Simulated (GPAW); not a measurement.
# Pt12CO: adsorb with BEEF-vdW

Slab: Pt12CO, a slab with vacuum.

```xyz
14
Lattice="5.5378 0.0000 0.0000 -2.7689 4.7959 0.0000 0.0000 0.0000 23.6716" Properties=species:S:1:pos:R:3 pbc="T T T"
Pt    1.3844    0.7993    8.0000
Pt    0.0000    3.1972    8.0000
Pt    4.1533    0.7993    8.0000
Pt    2.7689    3.1972    8.0000
Pt    2.7689    1.5986   10.2608
Pt    1.3844    3.9965   10.2608
Pt    0.0000    1.5986   10.2608
Pt   -1.3844    3.9965   10.2608
Pt   -1.3844    2.3979   12.5216
Pt    0.0000    0.0000   12.5216
Pt    1.3844    2.3979   12.5216
Pt    2.7689    0.0000   12.5216
C     0.0000    1.5986   15.6316
O     0.0000    1.5986   14.4816
```

The cell isn't the ideal one: CO (inverted) over a hollow site of the (1 1 1) slab of Pt, cut from the database cell, not relaxed.

```yaml
Program: GPAW 26.7.0
Task: adsorb
Functional: BEEF-vdW
Potentials_or_basis: GPAW PAW data sets (gpaw-data 1.2.1), other valence
Cutoff: 600 eV
Basis: pw
k_mesh: 4 × 4 × 1
Occupations: fermi-dirac, width 0.05 eV
Spin: no spin polarisation
Maxiter: 150
Dipole_layer: yes
Slab_atoms: 12
Molecule_moment: 0
Data_set: Pt 10
```

```
Largest force                         : 2.636 eV/Å
Band gap on the k mesh                : none (metal or under the smearing width)
Interaction energy at frozen geometry : 1.07 eV
Dipole across the slab                : 0.07 e·Å
Work function of the upper face       : 5.43 eV
Work function of the lower face       : 5.90 eV
```

Forces in eV/Å, atoms in the order of the input:
```
Pt  -0.005  0.003 -0.973
Pt   0.000 -0.006 -0.973
Pt   0.005  0.003 -0.973
Pt   0.000  0.000 -0.954
Pt   0.000  0.021 -0.014
Pt   0.018 -0.010 -0.014
Pt   0.000  0.000 -0.183
Pt  -0.018 -0.010 -0.014
Pt  -0.589  0.340  0.171
Pt   0.000 -0.680  0.171
Pt   0.589  0.340  0.171
Pt   0.000  0.000  1.001
C    0.000  0.000 -0.021
O    0.000  0.000  2.636
```

Levels at points of the mesh, in eV from the Fermi level:
```tsv
k point	band 63	band 64	band 65	band 66	band 67	band 68
(0.00, 0.00, 0.00)	0.50	0.51	0.51	0.57	0.58	0.58
(0.00, 0.50, 0.00)	-0.37	-0.16	-0.08	0.01	0.02	0.29
(0.50, 0.50, 0.00)	-0.37	-0.16	-0.08	0.01	0.02	0.29
```

It took 52 min on 1 thread of Arm Neoverse N1, on a shared host, peak memory 2 GiB.

Caveat: these data sets are soft for forces on short bonds; the PAW data sets were made with another functional, which shifts forces and pressure a little. Spin-orbit coupling is left out, which matters for the levels of Pt.
